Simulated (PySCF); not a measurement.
**SiI: from the state search to spectroscopic constants**

What are the lowest state that PBE0 finds, the bond length, vibrational wavenumber and bond energy of SiI, and how much do these hang on the method?

Method: Si def2-TZVPPD, I def2-TZVPPD with ECP28, scalar-relativistic core potentials; program: PySCF 2.14.0.

## 1. The job

Settings of the job:

```
atoms                         : Si, I
charge                        : 0
basis                         : Si def2-TZVPPD, I def2-TZVPPD with ECP28
Hamiltonian                   : scalar-relativistic core potentials
basis functions               : 107
electrons treated             : 39
masses in u                   : 27.9769, 126.9045
levels                        : PBE0, PBE, r²SCAN, PBEsol, PW91, revPBE, B3LYP, MN15, ωB97M-V, HF, MP2, SCS-MP2, CCSD, CCSD(T)
grid                          : 80 radial by 434 angular points
occupations                   : held fixed by the projection of orbital angular momentum
dissociation limit            : Si + I, each in its ground configuration
starting distance in angstrom : 2.425
values of 2S to try           : 1, 3
```

On the command line:

```console
$ OMP_NUM_THREADS=2 python dia.py task.json out
```

The runs that follow: PBE0 along the bond; Other states along the same grid; PBE; r²SCAN; PBEsol; PW91 (GGA); revPBE (GGA); B3LYP (global hybrid GGA); MN15 (hybrid meta-GGA); ωB97M-V; UHF (mean field); Correlated methods on the Hartree–Fock reference.

What does the calculation give? Wanted: for each run, Re; ωe; De; μ.

The runs gave:

Lowest PBE0 solution found, without spin–orbit coupling: ²Π (doublet), unpaired electrons π ↑. State 2 has its PBE0 minimum 2.45 eV higher. The other levels ran on the lowest alone.

```csv
level,Re (Å),ωe (cm⁻¹),De (eV),μ (D)
UHF,2.477,349,2.00,-1.28
UHF-MP2,2.433,369,3.26,n/a
UHF-SCS-MP2,2.444,362,3.12,n/a
UHF-CCSD,2.447,362,2.95,n/a
UHF-CCSD(T),2.449,360,3.12,n/a
PBE,2.461,350,3.50,-0.41
PBEsol,2.443,359,3.74,-0.34
revPBE,2.471,345,3.31,-0.44
PW91,2.461,349,3.52,-0.44
r²SCAN,2.448,358,3.37,-0.41
B3LYP,2.469,344,3.22,-0.74
PBE0,2.442,363,3.34,-0.56
MN15,2.430,360,3.17,-0.51
ωB97M-V,2.439,363,3.24,-0.84
```

De is counted to Si + I in their ground configurations. A positive dipole means Si(−)I(+).

Differences from CCSD(T) in the same basis:

```csv
level,Re (mÅ),ωe (%)
UHF,+29,-3.1
UHF-MP2,-15,+2.3
UHF-SCS-MP2,-5,+0.5
UHF-CCSD,-2,+0.4
PBE,+12,-2.9
PBEsol,-6,-0.3
revPBE,+23,-4.2
PW91,+12,-3.0
r²SCAN,-1,-0.5
B3LYP,+20,-4.4
PBE0,-6,+0.7
MN15,-18,0.0
ωB97M-V,-9,+0.9
```

Judged by CCSD(T) in the same basis: best bond length r²SCAN (-1 mÅ), worst UHF (+29 mÅ); best wavenumber MN15 (0.0 %), worst B3LYP (-4.4 %). Of the levels with a De here, UHF gives the least (2.00 eV) and PBEsol the most (3.74 eV).

Correlated steps freeze 9 core orbitals. These are scalar-relativistic numbers at best; spin–orbit coupling would shift them, the dissociation energy most. With spin–orbit coupling the term label itself may not hold.
